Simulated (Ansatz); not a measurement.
# CoGe (zincblende type): the cost of one run

Method: DFT LDA, with the methods named in each step, in Ansatz 0.2.0.

1 further run of the same task is left out (it didn't finish).

## Step 1: The starting structure

Symmetry: F-43m, No. 216, cubic system. Conventional cell: a = 5.133 Å, b = 5.133 Å, c = 5.133 Å, α = 90.00°, β = 90.00°, γ = 90.00°. Co (site symmetry -43m) has 4 Ge at 2.22 Å as nearest neighbours. Ge (site symmetry -43m) has 4 Co at 2.22 Å as nearest neighbours.

Structure file:

```cif
data_structure
_symmetry_space_group_name_H-M 'P 1'
_symmetry_Int_Tables_number 1
_cell_length_a 3.6294
_cell_length_b 3.6294
_cell_length_c 3.6294
_cell_angle_alpha 60.000
_cell_angle_beta 60.000
_cell_angle_gamma 60.000
_cell_volume 33.81
loop_
_atom_site_label
_atom_site_type_symbol
_atom_site_fract_x
_atom_site_fract_y
_atom_site_fract_z
_atom_site_occupancy
Co1 Co 0.00000 0.00000 0.00000 1
Ge1 Ge 0.25000 0.25000 0.25000 1
```

Whether this phase is the stable one at these pressures isn't tested.

Atoms are numbered in the order of the input: Co1, Ge2.

## Step 2: The reference volume, LAPW

File input.yaml:

```yaml
crystal:
  lattice:
    - [0.0, 2.5663592633, 2.5663592633]
    - [2.5663592633, 0.0, 2.5663592633]
    - [2.5663592633, 2.5663592633, 0.0]
  atoms:
    - { symbol: Co, position: [0.0, 0.0, 0.0], spin: 1.7 }
    - { symbol: Ge, position: [0.25, 0.25, 0.25] }
magnetization:
  spin_polarized: true
kpoints:
  mp_grid: { grid: [13, 13, 13] }
  band_path:
    path:
      - [0.0, 0.0, 0.0]
      - [-0.5, -0.5, 0.0]
      - [-0.375, -0.375, 0.25]
      - [-0.375, 0.0, 0.375]
      - [0.0, 0.0, 0.0]
      - [0.0, 0.0, 0.5]
      - [-0.5, -0.25, 0.25]
      - [-0.5, -0.5, 0.0]
    npoints: 14
scf:
  occupations: { method: fermi_dirac, width: 0.05 }
hamiltonian:
  xc: lda
  pseudopotentials: { kind: all_electron, lapw: { basis_error: 0.001 } }
output:
  forces: true
  stress: true
  eigenvalues: true
  populations: true
  dos: { projected: true, de: 0.2, e_range: [-14, 8] }
```

Command:

```
$ ansatz run input.yaml --threads 1 --pin off --max-ram 3072MiB --backend cpu --events-out ev --progress --plain --runs-dir out
```

Q: Estimate wall time and peak memory on 1 thread of AMD EPYC 9R45 (Zen 5), shared host.

About 36 s, with a peak of 0.73 GiB.
